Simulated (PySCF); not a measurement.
# C8H10F+: geometry, NMR shifts, electronic excitations and core binding energies

What NMR shifts, electronic excitations and core binding energies should C8H10F+ (`C#CC[C+](C)[C@@H]1C[C@@H]1F`) show?

The runs use PySCF 2.14.0, with density-fitted response routines of our own; the level of theory stands in each step. All values are computed, except where a source is named. Atoms are numbered from 0 throughout.

## (1) Starting geometry

19 atoms, charge 1, multiplicity 1; geometry from: GFN2-xTB.

Bonds of the start (Å): C0–C1 1.20, C1–C2 1.45, C2–C3 1.46, C3–C4 1.46, C3–C5 1.42, C5–C6 1.54, C6–C7 1.46, C7–F8 1.34, C7–C5 1.57, C0–H9 1.05, C2–H10 1.10, C2–H11 1.10, C4–H12 1.09, C4–H13 1.09, C4–H14 1.10, C5–H15 1.08, C6–H16 1.08, C6–H17 1.08, C7–H18 1.08.

## (2) Optimising the geometry at PBE0-D3(BJ)/def2-SVP

The job: settings as JSON, then the geometry in Å.

```
{"job": {"xc": "PBE0", "basis": "def2-SVP", "d3": "d3bj", "grid": 1, "kind": "geom"}, "charge": 1, "multiplicity": 1}
C      3.543025    -0.155582     0.054842
C      2.397211     0.170054    -0.069858
C      1.017405     0.580694    -0.222733
C      0.014463    -0.434279     0.106592
C      0.478391    -1.708226     0.641397
C     -1.378366    -0.209311    -0.049864
C     -1.979154     0.772235    -1.071983
C     -2.022359     1.171367     0.330967
F     -1.186953     2.123988     0.760294
H      4.553216    -0.425857     0.157377
H      0.868515     0.977232    -1.235592
H      0.847270     1.456962     0.427053
H      1.197970    -1.536782     1.447779
H     -0.320339    -2.365097     0.973517
H      1.071689    -2.216912    -0.127709
H     -2.010885    -1.052831     0.201221
H     -1.296020     1.291724    -1.728263
H     -2.890442     0.442095    -1.546901
H     -2.914440     1.127776     0.944403
```

**Question.** This job is followed by: GIAO PBE0/pcSseg-1 NMR shielding, non-relativistic, gas phase; TDDFT wB97X-D/def2-SVPD, vertical, gas phase, core orbitals frozen in the response; delta-SCF UKS SCAN, pcX-2 on the ionised atom, pcseg-1 elsewhere, spin-free X2C. Predict these results of the whole session: point group; rotational constants (main isotopes); 13C shifts against TMS (PBE0/pcSseg-1); 1H shifts against TMS (PBE0/pcSseg-1, means over atoms taken as alike); 19F shifts against CFCl3 (PBE0/pcSseg-1); lowest singlet (wB97X-D/def2-SVPD); brightest single state of those computed; lowest triplet; vertical ionisation energy (ΔSCF); vertical electron affinity (ΔSCF); C1s binding energies, SCAN/pcX-2 (standing for 4 of 8 atoms); F1s binding energies, SCAN/pcX-2.

As calculated:

```
                                                              quantity                                                 value
                                                           point group                                                    C1
                                  rotational constants (main isotopes)                                  2.98, 0.99, 0.85 GHz
                                13C shifts against TMS (PBE0/pcSseg-1)  296.1, 106.3, 99.0, 72.4, 62.0, 51.0, 49.0, 41.4 ppm
1H shifts against TMS (PBE0/pcSseg-1, means over atoms taken as alike)    6.26, 4.07, 4.00, 3.93, 3.88, 3.77, 3.61, 3.16 ppm
                              19F shifts against CFCl3 (PBE0/pcSseg-1)                                            -157.6 ppm
                                    lowest singlet (wB97X-D/def2-SVPD)                           3.85 eV (322 nm), f = 0.004
                              brightest single state of those computed                           state 4, 5.84 eV, f = 0.284
                                                        lowest triplet                                               3.57 eV
                                     vertical ionisation energy (ΔSCF)                                              14.18 eV
                                     vertical electron affinity (ΔSCF)                                               6.06 eV
          C1s binding energies, SCAN/pcX-2 (standing for 4 of 8 atoms)         C2 296.60, C5 296.37, C6 296.33, C4 295.70 eV
                                      F1s binding energies, SCAN/pcX-2                                          F8 698.00 eV
```

What this shows: Over 7 steps the energy fell by 0.104 eV; of the close pairs, C5–C7 changed most, 1.570 to 1.616 Å. The most deshielded carbon is C3 (carbocation centre), at 296.1 ppm: the empty p orbital gives low-energy magnetic excitations and strong deshielding. The most deshielded hydrogen is H18 (hydrogen on a three-membered-ring carbon bearing a halogen), at 6.26 ppm: its carbon carries F, an electronegative neighbour. At PBE0/pcSseg-1: Shielding is most anisotropic at C3 (span 426 ppm, paramagnetic term -375 ppm). The first singlet state (HOMO−1→LUMO 0.89, HOMO→LUMO 0.10) lies at 3.85 eV and is weak; of the 10 states computed, the strongest absorption comes from state 4 at 5.84 eV. The lowest triplet lies 0.28 eV below the lowest singlet (triplets in Tamm-Dancoff, singlets in full TDDFT). ΔSCF puts the ionisation energy at 14.18 eV, 0.42 eV above −ε(HOMO). The C1s levels kept as sound span 0.91 eV, from C4 (methyl carbon) up to C2 (propargylic sp3 CH2). Only 4 of the 8 C atoms are covered by sound results.
